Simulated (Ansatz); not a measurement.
# C2H5ClGe: a ladder of functionals and wavefunction methods

An exercise on one series of results from a longer session: the logs are not shown, and one member is left open.

The runs use Ansatz 0.2.0, Gaussian basis; functionals in def2-TZVPP, the program's frozen cores in correlated methods.

The runs, in order: PBE-D4, r2SCAN-D4, PBE0-D4, B3LYP-D4, ωB97X-V, ωB97M-V, B2PLYP; CCSD(T)/def2-TZVPP; MP2/def2-QZVPP; extrapolation to the limit.

## The geometry

All runs share one geometry, relaxed beforehand with PBE0-D4 in a triple-zeta def2 set.

SMILES `Cl[CH]1[CH2][GeH2]1`, 9 atoms, charge 0, spin multiplicity 1.

Atoms are counted from 1 here; the program's logs count them from 0.

Bond lengths: Cl1–C2 1.758 Å, C2–C3 1.516 Å, C2–Ge4 1.949 Å, C2–H5 1.084 Å, C3–Ge4 1.949 Å, C3–H6 1.085 Å, C3–H7 1.085 Å, Ge4–H8 1.523 Å, Ge4–H9 1.520 Å. Angles: Cl1–C2–C3 117.4°, Cl1–C2–Ge4 122.4°, Cl1–C2–H5 110.3°, C3–C2–Ge4 67.1°, C3–C2–H5 116.0°, Ge4–C2–H5 117.6°, C2–C3–Ge4 67.1°, C2–C3–H6 116.9°, C2–C3–H7 115.6°, Ge4–C3–H6 121.1°, Ge4–C3–H7 115.1°, H6–C3–H7 113.5°, C2–Ge4–C3 45.8°, C2–Ge4–H8 118.0°, C2–Ge4–H9 117.4°, C3–Ge4–H8 119.7°, C3–Ge4–H9 117.0°, H8–Ge4–H9 118.7°.

Set-up of the first run:

in.yaml

```yaml
crystal:
  periodic: [false, false, false]
  atoms:
    - {symbol: Cl, position_ang: [-2.360889, 0.168468, 0.255476]}
    - {symbol: C, position_ang: [-0.746154, 0.320435, -0.422392]}
    - {symbol: C, position_ang: [0.363809, 0.761527, 0.511625]}
    - {symbol: Ge, position_ang: [0.623641, -1.043934, -0.174037]}
    - {symbol: H, position_ang: [-0.786521, 0.822149, -1.382512]}
    - {symbol: H, position_ang: [0.989322, 1.582993, 0.178167]}
    - {symbol: H, position_ang: [0.096400, 0.820190, 1.561076]}
    - {symbol: H, position_ang: [1.606257, -1.285149, -1.312261]}
    - {symbol: H, position_ang: [0.302534, -2.192879, 0.767758]}
basis:
  gaussian: {orbitals: def2-TZVPP}
hamiltonian: {xc: pbe, dispersion: d4}
output: {forces: true, orbitals: {seedname: orbitals}}
```

Started as:

```bash
> ansatz run in.yaml --threads 4 --pin off --events-out ev --progress --plain --max-ram 10444MiB
```

Steps of the session up to this table: PBE-D4 (GGA); r2SCAN-D4 (meta-GGA); PBE0-D4 (hybrid); B3LYP-D4 (hybrid); ωB97X-V (range-separated); ωB97M-V (range-separated); B2PLYP (double hybrid); CCSD(T) in def2-TZVPP; MP2 in def2-QZVPP.

One table of the session follows, with a row left open; its other results are not shown here.

| method | atomisation energy (kJ/mol) |
| --- | --- |
| PBE-D4 | 3036.6 |
| r2SCAN-D4 | 2991.6 |
| PBE0-D4 | 2992.2 |
| B3LYP-D4 | 2951.5 |
| ωB97X-V | 2985.8 |
| ωB97M-V | 2971.8 |
| B2PLYP | 2929.2 |
| HF/def2-TZVPP | ? |
| MP2/def2-TZVPP | 2952.4 |
| CCSD/def2-TZVPP | 2858.0 |
| CCSD(T)/def2-TZVPP | 2910.7 |
| MP2/CBS | 3025.6 |
| CCSD(T)/CBS | 2983.8 |

**Question.** Estimate the row for HF/def2-TZVPP.

As computed: atomisation energy (kJ/mol): 2115.4. In the column «atomisation energy (kJ/mol)» it is the lowest.

Among the levels timed on like hardware and quicker than the yardstick, those that no quicker one beats, quickest first: PBE-D4 (2.1 s, +52.7 kJ/mol); PBE0-D4 (2.7 s, +8.4 kJ/mol); r2SCAN-D4 (4.4 s, +7.8 kJ/mol); ωB97X-V (7 s, +1.9 kJ/mol).

B2PLYP carry no dispersion term (for B3LYP, D4 adds 31.8 kJ/mol).
